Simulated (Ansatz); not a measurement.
# SiNi3: relaxation and properties

The task here is to estimate one member of a computed series from the others.

The COD entry's cell or inner coordinates are ideal or old and differ from later refinements, so a difference from it is no clean test against experiment.

Program: Ansatz 0.2.0. Level of theory: DFT PBEsol, scalar-relativistic, plane waves, PAW. These are calculated values, not measurements.

## The starting structure

The structure is cubic, space group Pm-3m (No. 221). The conventional cell has a = 3.542 Å, b = 3.542 Å, c = 3.542 Å, α = 90.00°, β = 90.00°, γ = 90.00°. Around Si (site symmetry m-3m) lie 12 Ni at 2.50 Å. Ni (site symmetry 4/mmm) is surrounded by 4 Si at 2.50 Å and 8 Ni at 2.50 Å.

As a file:

```cif
data_structure
_symmetry_space_group_name_H-M 'P 1'
_symmetry_Int_Tables_number 1
_cell_length_a 3.5420
_cell_length_b 3.5420
_cell_length_c 3.5420
_cell_angle_alpha 90.000
_cell_angle_beta 90.000
_cell_angle_gamma 90.000
_cell_volume 44.44
loop_
_atom_site_label
_atom_site_type_symbol
_atom_site_fract_x
_atom_site_fract_y
_atom_site_fract_z
_atom_site_occupancy
Si1 Si 0.00000 0.00000 0.00000 1
Ni1 Ni 0.00000 0.50000 0.50000 1
Ni2 Ni 0.50000 0.00000 0.50000 1
Ni3 Ni 0.50000 0.50000 0.00000 1
```

Source of the structure: the Crystallography Open Database.

Set-up of the first run:

(A quick probe on a coarse mesh, which set the mesh and smearing, is not shown.)

Input file input.yaml:

```yaml
crystal:
  lattice:
    - [3.542, 0.0, 0.0]
    - [0.0, 3.542, 0.0]
    - [0.0, 0.0, 3.542]
  atoms:
    - { symbol: Si, position: [0.0, 0.0, 0.0] }
    - { symbol: Ni, position: [0.0, 0.5, 0.5] }
    - { symbol: Ni, position: [0.5, 0.0, 0.5] }
    - { symbol: Ni, position: [0.5, 0.5, 0.0] }
basis:
  ecutwfc: 420
kpoints:
  mp_grid: { grid: [6, 6, 6] }
hamiltonian:
  xc: pbesol
scf:
  occupations: { method: gaussian, width: 0.1 }
output:
  forces: true
  stress: true
  eigenvalues: true
relax:
  adjacent_minimum: "off"
  f_tol: 0.05
  max_steps: 80
  cell: { stress_tol: 0.5 }
```

On the command line:

```sh
ansatz run input.yaml --threads 1 --pin off --max-ram 2560MiB --backend cpu --events-out ev --progress --plain --runs-dir out
```

Among the steps run: Coarse relaxation; Relaxing cell and atoms; Bands, states and charges; The cell scaled to 0.97 of its volume; The cell scaled to 1.03 of its volume; Point at V/V0 = 0.94; The cell scaled to 1.06 of its volume.

One table of the session follows, with a row left open; its other results are not shown here.

It belongs to the step «Energy against volume». 

| volume (Å³/atom) | energy above the lowest point (meV/atom) | pressure (GPa) |
| --- | --- | --- |
| 9.744 | 31.3 | 17.15 |
| 10.055 | ? | ? |
| 10.366 | 0.0 | -0.04 |
| 10.677 | 6.7 | -6.66 |
| 10.988 | 25.2 | -12.24 |

Q: Estimate the row for volume (Å³/atom) = 10.055 from the others.

Worked estimate for «energy above the lowest point (meV/atom)». A straight line through the neighbours (9.744, 31.3) and (10.366, 0.0) gives 31.3 + (0.0 − 31.3) × (10.055 − 9.744) / (10.366 − 9.744) = 15.6; a parabola fitted to 3 rows on both sides gives 8.2.

As computed: energy above the lowest point (meV/atom): 7.3; pressure (GPa): 7.83. In «energy above the lowest point (meV/atom)» the line misses by +8.3 and the parabola by +0.9.

To keep in mind: Warnings in the runs' records: seeded moment not kept.
